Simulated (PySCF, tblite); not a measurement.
# Si3H6Cl radical, a cluster model of a defect (Si site with back bonds [SiH3], [SiH3], Cl): EPR parameters

Wanted: the EPR parameters for `[SiH3][Si]([SiH3])Cl`. It is drawn as: dangling bond.

Computed with tblite 0.8.0 and PySCF 2.14.0; each step states its level. No surroundings beyond the atoms listed, unless a continuum is named. Atoms count from 0, parts from 1.

## Step 1: The system as given

10 atoms, charge 0, multiplicity 2; geometry: distance geometry start.

## Step 2: Geometry optimisation with GFN2-xTB

The job: settings as JSON, then the geometry in Å.

```
{"job": {"kind": "relax", "xc": "GFN2-xTB", "basis": "xTB"}, "charge": 0, "multiplicity": 2}
Si     0.537322    -0.438435     0.563231
Si     2.516435    -1.318647     0.022763
Si     0.560995     1.006408     2.258490
Cl    -1.119548    -1.757043     0.496259
H      3.337131    -1.376669     1.175807
H      2.308891    -2.630143    -0.478153
H      3.147518    -0.504343    -0.991688
H      0.041478     2.248154     1.800769
H      1.889359     1.191696     2.713585
H     -0.241774     0.521857     3.323793
```

Method: GFN2-xTB geometry optimisation, gas phase.

Launch:

```console
$ OMP_NUM_THREADS=1 python cluster_run.py task.json out
```

One launch serves the whole session: the jobs run in the order shown.

**Question.** The jobs that follow are: PBE0-D3(BJ)/def2-SVP geometry optimisation, gas phase; UKS B3LYP, IGLO-III on Cl Si, pcH-1 on H, non-relativistic, mean-field spin-orbit, GIAO; UKS BHandHLYP, IGLO-III on Cl Si, pcH-1 on H, non-relativistic, mean-field spin-orbit, GIAO. Predict: point group; rotational constants (main isotopes); g(iso) (B3LYP); ⟨S²⟩; largest a(iso) (averaged by class); surface potential, 1st and 99th percentile.

**Answer**, as computed:

| quantity | value |
| --- | --- |
| point group | Cs |
| rotational constants (main isotopes) | 2.26, 1.84, 1.08 GHz |
| g(iso) (B3LYP) | 2.00793 |
| ⟨S²⟩ | 0.753 (exact 0.75) |
| largest a(iso) (averaged by class) | 29Si on Si0, -430.5 MHz |
| surface potential, 1st and 99th percentile | -0.40 V and 1.15 V |

**Reading.** Relaxing lowered the energy by 0.194 eV in 7 steps; the close pair that moved most is Si0–Si1, from 2.284 to 2.339 Å (PBE0/def2-SVP). No frequency check was run at this level, so the end point may be a saddle. Si0 carries the largest spin population, 0.82 e. The isotropic g lies 5.6 ppt above the free-electron value. The coupling of 29Si on Si0 runs from -469.6 (BHandHLYP/IGLO-III+pcH-1) to -430.5 MHz (B3LYP/IGLO-III+pcH-1).
